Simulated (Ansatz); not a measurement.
# Triethylgallium (TEGa) (C₆H₁₅Ga): up Jacob's ladder to CCSD(T)

An exercise on one series of results from a longer session: the logs are not shown, and one member is left open.

Computed with Ansatz 0.2.0, Gaussian basis. Level: functionals in def2-TZVPP, the program's frozen cores in correlated methods.

Levels to be run: LDA (SPW92), PBE-D4, revPBE-D4, BLYP-D4, r2SCAN-D4, B97M-V, PBE0-D4, B3LYP-D4, r2SCANh-D4, r2SCAN0-D4, HSE06-D4, BHLYP-D4, CAM-B3LYP-D4, LC-ωPBE, ωB97X-V, ωB97M-V, B2PLYP, PBE-QIDH; CCSD(T)/def2-SVP; CCSD(T)/def2-TZVPP; MP2/def2-QZVPP; extrapolation to the limit; RPA on PBE.

### The geometry

An earlier PBE0-D4 in a triple-zeta def2 set relaxation fixed the geometry.

SMILES `C[CH2][Ga]([CH2]C)[CH2]C`, 22 atoms, charge 0, spin multiplicity 1.

Atoms are counted from 1 here; the program's logs count them from 0.

Bond lengths: C1–C2 1.524 Å, C1–H8 1.094 Å, C1–H9 1.095 Å, C1–H10 1.094 Å, C2–Ga3 1.985 Å, C2–H11 1.097 Å, C2–H12 1.097 Å, Ga3–C4 1.985 Å, Ga3–C6 1.985 Å, C4–C5 1.524 Å, C4–H13 1.097 Å, C4–H14 1.097 Å, C5–H15 1.095 Å, C5–H16 1.094 Å, C5–H17 1.094 Å, C6–C7 1.524 Å, C6–H18 1.097 Å, C6–H19 1.097 Å and more. Angles: C2–C1–H8 111.7°, C2–C1–H9 112.3°, C2–C1–H10 111.7°, H8–C1–H9 107.1°, H8–C1–H10 106.7°, H9–C1–H10 107.1°, C1–C2–Ga3 115.8°, C1–C2–H11 110.6°, C1–C2–H12 110.6°, Ga3–C2–H11 107.4°, Ga3–C2–H12 107.4°, H11–C2–H12 104.5°, C2–Ga3–C4 120.0°, C2–Ga3–C6 120.0°, C4–Ga3–C6 120.0°, Ga3–C4–C5 115.8°, Ga3–C4–H13 107.4°, Ga3–C4–H14 107.3° and more.

The first run:

in.yaml reads:

```yaml
crystal:
  periodic: [false, false, false]
  atoms:
    - {symbol: C, position_ang: [0.054503, 2.872452, 0.800441]}
    - {symbol: C, position_ang: [0.816038, 1.806270, 0.021076]}
    - {symbol: Ga, position_ang: [-0.002786, -0.002417, 0.004721]}
    - {symbol: C, position_ang: [0.881061, -1.483472, -0.978866]}
    - {symbol: C, position_ang: [2.178083, -1.123702, -1.694653]}
    - {symbol: C, position_ang: [-1.704858, -0.330277, 0.972997]}
    - {symbol: C, position_ang: [-2.253949, -1.749876, 0.887931]}
    - {symbol: H, position_ang: [-0.058048, 2.599894, 1.853465]}
    - {symbol: H, position_ang: [0.555952, 3.845395, 0.771347]}
    - {symbol: H, position_ang: [-0.954431, 3.018657, 0.404844]}
    - {symbol: H, position_ang: [1.836500, 1.700031, 0.409816]}
    - {symbol: H, position_ang: [0.950539, 2.114447, -1.023246]}
    - {symbol: H, position_ang: [0.148799, -1.888777, -1.688208]}
    - {symbol: H, position_ang: [1.049295, -2.297292, -0.262508]}
    - {symbol: H, position_ang: [2.615563, -1.980921, -2.216865]}
    - {symbol: H, position_ang: [2.023995, -0.337878, -2.439341]}
    - {symbol: H, position_ang: [2.934163, -0.751415, -0.997832]}
    - {symbol: H, position_ang: [-2.440605, 0.391042, 0.596166]}
    - {symbol: H, position_ang: [-1.546828, -0.040364, 2.019310]}
    - {symbol: H, position_ang: [-3.191552, -1.866152, 1.441374]}
    - {symbol: H, position_ang: [-2.452186, -2.045067, -0.146179]}
    - {symbol: H, position_ang: [-1.548551, -2.480777, 1.292910]}
basis:
  gaussian: {orbitals: def2-TZVPP}
hamiltonian: {xc: lda}
output: {orbitals: {seedname: orbitals}}
```

Command:

```sh
ansatz run in.yaml --threads 4 --pin off --events-out ev --progress --plain --max-ram 63488MiB --backend cuda --devices 0, --max-vram 37GiB
```

Steps of the session up to this table: LDA; PBE-D4 (GGA); revPBE-D4 (GGA); BLYP-D4 (GGA); r2SCAN-D4 (meta-GGA); B97M-V (meta-GGA); PBE0-D4 (hybrid); B3LYP-D4 (hybrid); r2SCANh-D4 (hybrid); r2SCAN0-D4 (hybrid); HSE06-D4 (hybrid); BHLYP-D4 (hybrid); CAM-B3LYP-D4 (range-separated); LC-ωPBE (range-separated); ωB97X-V (range-separated); ωB97M-V (range-separated); B2PLYP (double hybrid); PBE-QIDH (double hybrid).

One of the session's tables, all rows but one given; the rest of the session is left out.

It belongs to the step «Frontier levels by functional». 

| functional | HOMO (eV) | gap (eV) |
| --- | --- | --- |
| LDA (SPW92) | -5.78 | 4.15 |
| PBE-D4 | -5.64 | 4.30 |
| revPBE-D4 | -5.59 | 4.38 |
| BLYP-D4 | -5.52 | 4.22 |
| r2SCAN-D4 | -5.87 | 4.79 |
| B97M-V | -5.94 | 4.67 |
| PBE0-D4 | -6.83 | 6.30 |
| B3LYP-D4 | -6.63 | 5.81 |
| r2SCANh-D4 | -6.31 | 5.51 |
| r2SCAN0-D4 | -6.98 | 6.60 |
| HSE06-D4 | -6.43 | 5.54 |
| BHLYP-D4 | -7.93 | 8.14 |
| CAM-B3LYP-D4 | -8.16 | 8.51 |
| LC-ωPBE | ? | ? |
| ωB97X-V | -9.14 | 10.50 |
| ωB97M-V | -9.03 | 10.09 |

Q: Estimate the row for LC-ωPBE from the others.

As computed: HOMO (eV): -9.49; gap (eV): 11.06. In the column «HOMO (eV)» it is the lowest.
